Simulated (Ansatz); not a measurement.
# B2F3: the cost of one run

Method: DFT unrestricted r2SCAN, Gaussian basis cc-pV(T+d)Z, and further levels as typed in the inputs, in Ansatz 0.2.0.

**1. Starting point**

Bond lengths: B1–B2 1.663 Å, B1–F3 1.318 Å, B1–F4 1.345 Å, B2–F5 1.305 Å. Angles: B1–B2–F5 151.3°, B2–B1–F3 120.1°, B2–B1–F4 118.7°, F3–B1–F4 121.2°.

Structure file:

```xyz
5

B     0.0162   -0.0061   -0.0053
B    -0.0107    0.0087    1.6570
F     1.1674   -0.0076   -0.6468
F    -1.1525    0.0146   -0.6706
F     0.5968   -0.0038    2.8113
```

**2. Relaxing the atoms: B2F3**

The input, input.yaml:

```yaml
relax:
  f_tol: 0.001
  max_steps: 200
crystal:
  periodic: [false, false, false]
  atoms:
    - { symbol: B, position_ang: [0.016243, -0.006118, -0.005282] }
    - { symbol: B, position_ang: [-0.01073, 0.008654, 1.656985] }
    - { symbol: F, position_ang: [1.167448, -0.007612, -0.64681] }
    - { symbol: F, position_ang: [-1.152494, 0.014621, -0.670601] }
    - { symbol: F, position_ang: [0.596776, -0.003841, 2.811338] }
magnetization:
  spin_polarized: true
  initial_magnetization: 1
basis:
  gaussian: { orbitals: "cc-pV(T+d)Z.json" }
hamiltonian:
  xc: r2scan
```

Launch:

```bash
ansatz run input.yaml --threads 4 --pin off --max-ram 8192MiB --backend cpu --events-out ev --progress --plain --runs-dir out
```

What time and memory should one allow on 4 threads of Intel Xeon at 2.70GHz, shared host?

About 48 s, with a peak of 0.34 GiB.
